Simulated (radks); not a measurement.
# The series with 35 electrons, Br to Pr²⁴⁺

The task here is to estimate one member of a computed series from the others.

The numbers are computed with radks (a radial shooting solver on a logarithmic mesh, Libxc functionals) version 1 (scalar-relativistic Kohn-Sham, PBE, spin-polarised, spherical densities, finite nucleus; open shells are filled with parallel spins first), except any that are marked as measured or tabulated.

### The system

- electrons: 35
- ions: Br, Sr³⁺, Nb⁶⁺, Ru⁹⁺, Ag¹²⁺, Sn¹⁵⁺, I¹⁸⁺, Ba²¹⁺, Pr²⁴⁺
- configuration: [Ar] 3d10 4s2 4p5

Outer shells as boxes (Hund's rule):

[Ar] 3d10 4s2 4p5
```
[Ar] core
3d [↑↓][↑↓][↑↓][↑↓][↑↓]
4s [↑↓]
4p [↑↓][↑↓][↑ ]
```

Set-up of the first run:

Input:

```text
Z 35
configuration [Ar] 3d10 4s2 4p5
relativity scalar-relativistic
functional pbe,pbe
spin polarised
nucleus finite rms 4.1629 fm
c 137.035999084
```

Among the steps run: Br; Sr³⁺; Nb⁶⁺; Ru⁹⁺; Ag¹²⁺; Sn¹⁵⁺; I¹⁸⁺; Ba²¹⁺; Pr²⁴⁺.

One of the session's tables, all rows but one given; the rest of the session is left out.

| ion | E (hartree) | ε(3d down) (eV) | ε(4s up) (eV) | ε(4s down) (eV) | ε(4p up) (eV) |
| --- | --- | --- | --- | --- | --- |
| Br | -2606.39915 | -66.635 | -20.493 | -19.709 | -8.204 |
| Sr³⁺ | -3177.26058 | -158.16 | -69.549 | -68.443 | -50.680 |
| Nb⁶⁺ | -3810.92515 | -281.85 | -138.17 | -136.78 | -112.41 |
| Ru⁹⁺ | ? | ? | ? | ? | ? |
| Ag¹²⁺ | -5269.03659 | -616.94 | -328.14 | -326.24 | -287.21 |
| Sn¹⁵⁺ | -6095.18178 | -826.94 | -448.88 | -446.73 | -399.40 |
| I¹⁸⁺ | -6987.42540 | -1064.9 | -586.82 | -584.42 | -527.94 |
| Ba²¹⁺ | -7946.9627 | -1330.6 | -742.12 | -739.48 | -672.82 |
| Pr²⁴⁺ | -8975.1298 | -1624.2 | -915.03 | -912.15 | -834.10 |

**Question.** Estimate the row for Ru⁹⁺.

As computed: E (hartree): -4507.92537; ε(3d down) (eV): -435.09; ε(4s up) (eV): -224.54; ε(4s down) (eV): -222.88; ε(4p up) (eV): -191.46. In the column «E (hartree)» it lies between Ag¹²⁺ (-5269.03659) and Nb⁶⁺ (-3810.92515).

The configuration is held, so it need not be the ground state of every ion.
